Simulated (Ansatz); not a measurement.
# SnSe: pressure up to the limit of the methods

An exercise on one series of results from a longer session: the logs are not shown, and one member is left open.

Computed with Ansatz 0.2.0 (DFT LDA, with the methods named in each step, unless a step's input says otherwise).

## Starting point

It takes space group Fm-3m (No. 225, cubic). Conventional cell: a = 5.291 Å, b = 5.291 Å, c = 5.291 Å, α = 90.00°, β = 90.00°, γ = 90.00°. Around Sn (site symmetry m-3m) lie 6 Se at 2.65 Å. Se (site symmetry m-3m) has 6 Sn at 2.65 Å as nearest neighbours.

As a file:

```cif
data_structure
_symmetry_space_group_name_H-M 'Fm-3m'
_symmetry_Int_Tables_number 225
_cell_length_a 5.2908
_cell_length_b 5.2908
_cell_length_c 5.2908
_cell_angle_alpha 90.000
_cell_angle_beta 90.000
_cell_angle_gamma 90.000
_cell_volume 148.11
loop_
_atom_site_label
_atom_site_type_symbol
_atom_site_symmetry_multiplicity
_atom_site_Wyckoff_symbol
_atom_site_fract_x
_atom_site_fract_y
_atom_site_fract_z
_atom_site_occupancy
Sn1 Sn 4 a 0.00000 0.00000 0.00000 1
Se1 Se 4 b 0.50000 0.00000 0.00000 1
```

The file gives the conventional cell by its symmetry; the runs use the cell typed in the input.

Whether this phase is the stable one at these pressures isn't tested.

Atoms are numbered in the order of the input: Sn1, Se2.

Set-up of the first run:

Input file input.yaml:

```yaml
crystal:
  lattice:
    - [0.0, 2.6454205252, 2.6454205252]
    - [2.6454205252, 0.0, 2.6454205252]
    - [2.6454205252, 2.6454205252, 0.0]
  atoms:
    - { symbol: Sn, position: [0.0, 0.0, 0.0] }
    - { symbol: Se, position: [0.5, 0.5, 0.5] }
kpoints:
  mp_grid: { grid: [14, 14, 14] }
scf:
  occupations: { method: fermi_dirac, width: 0.05 }
hamiltonian:
  xc: lda
  pseudopotentials: { kind: paw }
output:
  forces: true
  stress: true
relax:
  f_tol: 0.005
  max_steps: 40
  cell: {}
```

Command:

```
ansatz run input.yaml --threads 1 --pin off --max-ram 2048MiB --backend cpu --events-out ev --progress --plain --runs-dir out
```

Among the steps run: Cell relaxed at zero pressure, PAW; More of the same log: cell relaxed at zero pressure; Volume scaled by 1, PAW; Volume scaled by 0.94, PAW; Volume scaled by 0.88, PAW; Volume scaled by 0.8, PAW; Volume scaled by 0.72, PAW; Volume scaled by 0.64, PAW; Volume scaled by 0.55, PAW; Volume scaled by 0.55, PAW (level accurate).

One of the session's tables, all rows but one given; the rest of the session is left out.

```
              method  volume over the first  volume (Å³/atom)  pressure (GPa)
                 PAW                      1                 ?               ?
                 PAW                   0.94            24.096            4.17
                 PAW                   0.88            22.558            9.95
                 PAW                    0.8            20.507           21.28
                 PAW                   0.72            18.457           39.68
                 PAW                   0.64            16.406           69.36
                 PAW                   0.55            14.099          128.01
PAW (level accurate)                   0.55            14.099          127.96
```

Estimate the missing values for PAW, 1.

The run gave: volume (Å³/atom): 25.634; pressure (GPa): 0.01. In the column «volume (Å³/atom)» it is the highest.

Caveats from the session: A fit over so wide a range leans to the high pressures, so B₀ can be off by several per cent. The gap goes from 0.09 to none: pressure closes it at this level, in a cell held to this structure, which the real crystal may leave first. Warnings in the runs' records: second datasets.
